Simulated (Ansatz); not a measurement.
# CH4GaNSi: up Jacob's ladder to CCSD(T)

Aim: compute CH4GaNSi with functionals from several rungs and with coupled cluster, and see how far each lands from CCSD(T) at the basis-set limit for the atomisation energy.

Program: Ansatz 0.2.0, Gaussian basis. Level of theory: functionals in def2-TZVPP, the program's frozen cores in correlated methods. These are calculated values, not measurements.

Plan: LDA (SPW92), PBE-D4, revPBE-D4, BLYP-D4, r2SCAN-D4, B97M-V, PBE0-D4, B3LYP-D4, r2SCANh-D4, r2SCAN0-D4, HSE06-D4, BHLYP-D4, CAM-B3LYP-D4, LC-ωPBE, ωB97X-V, ωB97M-V, B2PLYP, PBE-QIDH; CCSD(T)/def2-SVP; CCSD(T)/def2-TZVPP; MP2/def2-QZVPP; extrapolation to the limit; RPA on PBE.

## (1) The relaxed structure

An earlier PBE0-D4 in a triple-zeta def2 set relaxation fixed the geometry.

8 atoms, charge 0, spin multiplicity 1.

Atoms are counted from 1 here; the program's logs count them from 0.

Bond lengths: N1–C2 1.153 Å, C2–Si3 1.851 Å, Si3–Ga4 2.422 Å, Si3–H5 1.486 Å, Si3–H6 1.486 Å, Ga4–H7 1.569 Å, Ga4–H8 1.564 Å. Angles: N1–C2–Si3 177.3°, C2–Si3–Ga4 110.6°, C2–Si3–H5 105.9°, C2–Si3–H6 105.9°, Ga4–Si3–H5 112.7°, Ga4–Si3–H6 112.7°, H5–Si3–H6 108.6°, Si3–Ga4–H7 117.7°, Si3–Ga4–H8 120.9°, H7–Ga4–H8 121.4°.

## (2) LDA

This LDA is Slater exchange with PW92 correlation.

Input file in.yaml:

```yaml
crystal:
  periodic: [false, false, false]
  atoms:
    - {symbol: N, position_ang: [1.929363, -0.823633, 2.138239]}
    - {symbol: C, position_ang: [1.359986, -0.194081, 1.358410]}
    - {symbol: Si, position_ang: [0.399321, 0.745824, 0.086129]}
    - {symbol: Ga, position_ang: [-1.274364, -0.673693, -0.938560]}
    - {symbol: H, position_ang: [1.400236, 1.248475, -0.890524]}
    - {symbol: H, position_ang: [-0.193115, 1.907507, 0.798829]}
    - {symbol: H, position_ang: [-2.188447, -0.041924, -2.045724]}
    - {symbol: H, position_ang: [-1.432971, -2.168476, -0.506799]}
basis:
  gaussian: {orbitals: def2-TZVPP}
hamiltonian: {xc: lda}
output: {orbitals: {seedname: orbitals}}
```

The run is started by

```console
$ ansatz run in.yaml --threads 2 --pin off --events-out ev --progress --plain --max-ram 4352MiB
```

The runs that follow: PBE-D4 (GGA); revPBE-D4 (GGA); BLYP-D4 (GGA); r2SCAN-D4 (meta-GGA); B97M-V (meta-GGA); PBE0-D4 (hybrid); B3LYP-D4 (hybrid); r2SCANh-D4 (hybrid); r2SCAN0-D4 (hybrid); HSE06-D4 (hybrid); BHLYP-D4 (hybrid); CAM-B3LYP-D4 (range-separated); LC-ωPBE (range-separated); ωB97X-V (range-separated); ωB97M-V (range-separated); B2PLYP (double hybrid); PBE-QIDH (double hybrid); CCSD(T) in def2-SVP; CCSD(T) in def2-TZVPP; MP2 in def2-QZVPP; RPA on PBE orbitals.

Q: Predict the results of all the runs planned. Wanted: atomisation energy, CCSD(T)/CBS; farthest beyond LDA; mean size of error, GGA; mean size of error, meta-GGA; mean size of error, hybrid; mean size of error, range-separated; mean size of error, double hybrid; gap, smallest and largest; T1 diagnostic.

The runs gave:

| quantity | value |
| --- | --- |
| atomisation energy, CCSD(T)/CBS | 2602.5 kJ/mol |
| functionals within 26.0 kJ/mol (1.0 %) | revPBE-D4, BLYP-D4, r2SCAN-D4, B97M-V, PBE0-D4, B3LYP-D4, HSE06-D4, CAM-B3LYP-D4, LC-ωPBE, ωB97X-V, ωB97M-V |
| farthest beyond LDA | BHLYP-D4 (-89.0 kJ/mol) |
| mean size of error, GGA | 21.3 kJ/mol |
| mean size of error, meta-GGA | 11.0 kJ/mol |
| mean size of error, hybrid | 37.6 kJ/mol |
| mean size of error, range-separated | 9.2 kJ/mol |
| mean size of error, double hybrid | 28.6 kJ/mol |
| gap, smallest and largest | 3.49 eV (LDA (SPW92)), 10.19 eV (LC-ωPBE) |
| T1 diagnostic | 0.0140 |
| triples share of the correlation energy | 4.4 % |

In words: LDA overbinds by 345.6 kJ/mol (13 %). PBE-D4 misses by +36.9 kJ/mol. Double hybrids carry the basis error of their MP2 part in triple zeta, and no dispersion term here, so their miss is partly the set-up's. The rungs range-separated, meta-GGA, GGA miss on average by less than the doubt on the reference (26.0 kJ/mol), so they tie. The reference freezes the cores and leaves out relativity and excitations past (T), and its outer-core shells are covered unevenly, so misses under about 26.0 kJ/mol can't be ranked. Hartree-Fock recovers 70 % of the binding; the rest is correlation. CCSD(T) in def2-SVP is off by -165.1 kJ/mol, more than most functionals: a good method in a small basis is no reference. The gap grows from 3.5 to 10.2 eV across the functionals, mostly with the share of exact exchange. Correlated methods include outer-core shells of Ga, which these sets cover unevenly.
